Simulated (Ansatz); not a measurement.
Runs of Ansatz 0.2.0 on NaY. It takes space group Pm-3m (No. 221, cubic). Conventional cell: a = 4.012 Å, b = 4.012 Å, c = 4.012 Å, α = 90.00°, β = 90.00°, γ = 90.00°. Na (site symmetry m-3m) is surrounded by 8 Y at 3.47 Å. Around Y (site symmetry m-3m) lie 8 Na at 3.47 Å. The cell was built by a generator and needn't be a form met in nature.

```csv
task,level,cell,k mesh,cutoff (eV),points for each segment of the path,gap on the mesh (eV),pressure (GPa)
band structure,PBE,as given,5 × 5 × 5,420,14,none,0.0
band structure,PBE,as given,7 × 7 × 7,420,14,none,0.0
band structure,r2SCAN,as given,7 × 7 × 7,500,14,none,0.3
band structure,RPBE,as given,7 × 7 × 7,420,14,none,(a)
relaxation of cell and atoms,PBE,relaxed,5 × 5 × 5,420,-,none,0.0
```

Alike in all rows: potentials or basis Ansatz PAW; no spin polarisation; smearing fermi-dirac 0.05 eV.

Question: Fill in the values left out.

Answer: (a) 1.2.

Caveats: the PAW data sets come from PBE, with cores solved anew for the run's functional, which leaves a small shift of forces and pressure (some runs); the plane-wave basis is chosen anew once the cell has moved, so the energies of steps on either side of that aren't comparable (some runs).

A k mesh can miss the band edges, and the runs leave out spin-orbit coupling on Y.

A gap of «none» marks a metal or a gap under the smearing width.
